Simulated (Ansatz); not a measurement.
# CH4N2Sn: basis-set convergence

Aim: see how fast density functionals converge with the basis set for CH4N2Sn.

The runs use Ansatz 0.2.0, Gaussian basis; one geometry, several basis sets.

Levels to be run: PBE0-D4/def2-SVP; ωB97M-V/def2-SVP; PBE0-D4/def2-QZVPP; ωB97M-V/def2-QZVPP; the functionals' def2-TZVPP values are taken from earlier runs.

### 1 The relaxed structure

All runs share one geometry, relaxed beforehand with PBE0-D4 in a triple-zeta def2 set. Sn takes the def2 core potential; no spin-orbit term is included.

SMILES `C1=[N][SnH2][NH]1`, 8 atoms, charge 0, spin multiplicity 1.

Atoms are counted from 1 here; the program's logs count them from 0.

Bond lengths: C1–N2 1.293 Å, C1–N4 1.366 Å, C1–H5 1.096 Å, N2–Sn3 2.073 Å, Sn3–N4 2.087 Å, Sn3–H6 1.707 Å, Sn3–H7 1.707 Å, N4–H8 1.007 Å. Angles: N2–C1–N4 118.7°, N2–C1–H5 121.5°, N4–C1–H5 119.7°, C1–N2–Sn3 88.4°, N2–Sn3–N4 66.8°, N2–Sn3–H6 122.2°, N2–Sn3–H7 119.8°, N4–Sn3–H6 114.5°, N4–Sn3–H7 114.1°, H6–Sn3–H7 111.5°, C1–N4–Sn3 85.9°, C1–N4–H8 122.3°, Sn3–N4–H8 147.8°.

Geometry (Å):

```csv
atom,x (Å),y (Å),z (Å)
C1,-0.7908,0.1874,-0.9377
N2,0.2009,0.9953,-1.1292
Sn3,1.0632,0.2540,0.6036
N4,-0.8085,-0.5739,0.1969
H5,-1.6195,0.1182,-1.6519
H6,1.1358,1.1651,2.0457
H7,2.3552,-0.8569,0.4989
H8,-1.4440,-1.3462,0.3178
```

### 2 PBE0-D4 in def2-SVP

File in.yaml:

```yaml
crystal:
  periodic: [false, false, false]
  atoms:
    - {symbol: C, position_ang: [-0.790822, 0.187361, -0.937656]}
    - {symbol: N, position_ang: [0.200863, 0.995297, -1.129232]}
    - {symbol: Sn, position_ang: [1.063169, 0.253964, 0.603604]}
    - {symbol: N, position_ang: [-0.808493, -0.573911, 0.196896]}
    - {symbol: H, position_ang: [-1.619501, 0.118159, -1.651901]}
    - {symbol: H, position_ang: [1.135816, 1.165097, 2.045740]}
    - {symbol: H, position_ang: [2.355155, -0.856871, 0.498863]}
    - {symbol: H, position_ang: [-1.443988, -1.346198, 0.317788]}
basis:
  gaussian: {orbitals: def2-SVP}
hamiltonian: {xc: pbe0, dispersion: d4}
output: {orbitals: {seedname: orbitals}}
```

On the command line:

```bash
ansatz run in.yaml --threads 2 --pin off --events-out ev --progress --plain --max-ram 4352MiB
```

Standard output:

```text
Functional definition: PBE0
  name "PBE0"
  cite "Adamo & Barone, J. Chem. Phys. 110, 6158 (1999) doi:10.1063/1.478522"
  cite "Perdew, Burke & Ernzerhof, Phys. Rev. Lett. 77, 3865 (1996) doi:10.1103/PhysRevLett.77.3865"
  parent pbe
  parameter a = 0.25
  parameter kappa = 0.804
  parameter beta = 0.06672455060314922
  exchange = (1 - a)*pbe_x(kappa = kappa, mu = beta*pi^2/3) + a*exact_x
  correlation = pbe_c(beta = beta)
979 factors; integrals over basis functions are off by at most 1.3e-3 eV
mean field evaluation 1: about -9895.7690 eV, gradient 5.9e1 eV
mean field evaluation 2: about -9869.7790 eV, gradient 1.1e2 eV
mean field evaluation 4: about -9903.3137 eV, gradient 1.6e1 eV
mean field evaluation 8: about -9904.0224 eV, gradient 1.1e0 eV
mean field evaluation 16: about -9904.0256 eV, gradient 1.8e-4 eV
mean field -9904.02564921 eV, -363.9662294187 hartree, gradient 3.3e-5 eV, S^2 0.000000; 0 other end points of the search recorded, 0 dependent functions left out
reference -9904.02567802 eV, -363.9662304776 hartree; 23, 23 occupied and 65, 65 virtual orbitals, 979 factors
Total energy: -9904.17016149 eV, -363.9715401471 hartree
```

It took 1.4 s on 2 threads of Arm Neoverse V2, shared host.

### 3 ωB97M-V in def2-SVP

Edit in.yaml of step 2 so:

```diff
@@ -13,3 +13,3 @@
   gaussian: {orbitals: def2-SVP}
-hamiltonian: {xc: pbe0, dispersion: d4}
+hamiltonian: {xc: {name: wB97M-V}}
 output: {orbitals: {seedname: orbitals}}
```

The command is unchanged.

Standard output, shortened:

```text
Functional definition: wB97M-V
  name "wB97M-V"
  cite "Mardirossian & Head-Gordon, J. Chem. Phys. 144, 214110 (2016) doi:10.1063/1.4952647"
  cite "Becke, J. Chem. Phys. 107, 8554 (1997) doi:10.1063/1.475007"
  cite "Vydrov & Van Voorhis, J. Chem. Phys. 133, 244103 (2010) doi:10.1063/1.3521275"
  # Of w^i u^j: cxij and so on, Table III.
[...]
  gx(w, u) = 1 - cx + cx01*u + cx10*w
  gss(w, u) = css00 + css04*u^4 + css10*w + css20*w^2 + css43*w^4*u^3
  gos(w, u) = cos00 + cos10*w + (cos20 + cos21*u)*w^2 + (cos60 + cos61*u)*w^6
[...]
      + integral(e_c_pw_mod_opposite_spin*gos(b97_w_opposite, b97_u_opposite)) + vv10(b, c)
979 factors; integrals over basis functions are off by at most 1.3e-3 eV
254 factors; integrals over basis functions are off by at most 6.6e-6 eV
[...]
mean field -9905.57620620 eV, -364.0232113372 hartree, gradient 4.1e-5 eV, S^2 0.000000; 0 other end points of the search recorded, 0 dependent functions left out
reference -9905.57625121 eV, -364.0232129912 hartree; 23, 23 occupied and 65, 65 virtual orbitals, 979 factors
Total energy: -9905.57625121 eV, -364.0232129912 hartree
```

It took 6 s on 2 threads of Arm Neoverse V2, shared host.

### 4 PBE0-D4 in def2-QZVPP

Edit in.yaml of step 3 so:

```diff
@@ -12,4 +12,4 @@
 basis:
-  gaussian: {orbitals: def2-SVP}
-hamiltonian: {xc: {name: wB97M-V}}
+  gaussian: {orbitals: "def2-QZVPP.json"}
+hamiltonian: {xc: pbe0, dispersion: d4}
 output: {orbitals: {seedname: orbitals}}
```

Launched as before.

Standard output:

```text
Functional definition: PBE0
  name "PBE0"
  cite "Adamo & Barone, J. Chem. Phys. 110, 6158 (1999) doi:10.1063/1.478522"
  cite "Perdew, Burke & Ernzerhof, Phys. Rev. Lett. 77, 3865 (1996) doi:10.1103/PhysRevLett.77.3865"
  parent pbe
  parameter a = 0.25
  parameter kappa = 0.804
  parameter beta = 0.06672455060314922
  exchange = (1 - a)*pbe_x(kappa = kappa, mu = beta*pi^2/3) + a*exact_x
  correlation = pbe_c(beta = beta)
1230 factors; their error is unknown
mean field evaluation 1: about -9898.2173 eV, gradient 7.3e1 eV
mean field evaluation 2: about -9819.7385 eV, gradient 1.7e2 eV
mean field evaluation 4: about -9908.5614 eV, gradient 2.1e1 eV
mean field evaluation 8: about -9909.4188 eV, gradient 1.9e-1 eV
mean field evaluation 16: about -9909.4830 eV, gradient 8.4e-5 eV
mean field -9909.48304051 eV, -364.1667848498 hartree, gradient 3.9e-5 eV, S^2 0.000000; 0 other end points of the search recorded, 0 dependent functions left out
reference -9909.48307894 eV, -364.1667862623 hartree; 23, 23 occupied and 350, 350 virtual orbitals, 1230 factors
Total energy: -9909.62756241 eV, -364.1720959318 hartree
```

It took 7.5 s on 2 threads of Arm Neoverse V2, shared host; peak memory 0.99 GiB.

### 5 ωB97M-V in def2-QZVPP

Edit in.yaml of step 4 so:

```diff
@@ -13,3 +13,3 @@
   gaussian: {orbitals: "def2-QZVPP.json"}
-hamiltonian: {xc: pbe0, dispersion: d4}
+hamiltonian: {xc: {name: wB97M-V}}
 output: {orbitals: {seedname: orbitals}}
```

The command is unchanged.

Standard output, shortened:

```text
Functional definition: wB97M-V
  name "wB97M-V"
  cite "Mardirossian & Head-Gordon, J. Chem. Phys. 144, 214110 (2016) doi:10.1063/1.4952647"
  cite "Becke, J. Chem. Phys. 107, 8554 (1997) doi:10.1063/1.475007"
  cite "Vydrov & Van Voorhis, J. Chem. Phys. 133, 244103 (2010) doi:10.1063/1.3521275"
  # Of w^i u^j: cxij and so on, Table III.
[...]
  gx(w, u) = 1 - cx + cx01*u + cx10*w
  gss(w, u) = css00 + css04*u^4 + css10*w + css20*w^2 + css43*w^4*u^3
  gos(w, u) = cos00 + cos10*w + (cos20 + cos21*u)*w^2 + (cos60 + cos61*u)*w^6
[...]
      + integral(e_c_pw_mod_opposite_spin*gos(b97_w_opposite, b97_u_opposite)) + vv10(b, c)
1213 factors; their error is unknown
308 factors; integrals over basis functions are off by at most 8.6e-6 eV
[...]
mean field -9911.21465120 eV, -364.2304203691 hartree, gradient 7.8e-5 eV, S^2 0.000000; 0 other end points of the search recorded, 0 dependent functions left out
reference -9911.21471296 eV, -364.2304226385 hartree; 23, 23 occupied and 350, 350 virtual orbitals, 1213 factors
Total energy: -9911.21471296 eV, -364.2304226385 hartree
```

Run time: 19 s. Hardware: 2 threads of Arm Neoverse V2, shared host; peak memory 1.1 GiB.

### 6 Density functionals: the series

The def2-TZVPP values come from earlier runs at the same geometry.

```csv
functional,basis,functions,energy (eV),from the largest (eV),HOMO (eV),LUMO (eV)
PBE0-D4,def2-SVP,88,-9904.1702,5.457,-6.29,-0.89
PBE0-D4,def2-TZVPP,199,-9909.3231,0.304,-6.50,-1.15
PBE0-D4,def2-QZVPP,373,-9909.6276,0.000,-6.56,-1.22
ωB97M-V,def2-SVP,88,-9905.5763,5.638,-8.51,0.88
ωB97M-V,def2-TZVPP,199,-9910.9251,0.290,-8.75,0.42
ωB97M-V,def2-QZVPP,373,-9911.2147,0.000,-8.80,0.25
```

### 7 What came out

| quantity | value |
| --- | --- |
| PBE0-D4: double and triple zeta above quadruple | 5.46, 0.30 eV |
| ωB97M-V: double and triple zeta above quadruple | 5.64, 0.29 eV |

In words: For PBE0-D4 the step from double to triple zeta gains 5.15 eV and the next only 0.30 eV. Total energies overstate the basis error of differences, where much of it tends to cancel. The LUMO of ωB97M-V is positive and keeps falling with the basis (0.88 to 0.25 eV): an unbound level that the basis holds in place.

For PBE0-D4 the largest set took about 5 times as long as the smallest (7.5 s against 1.4 s).
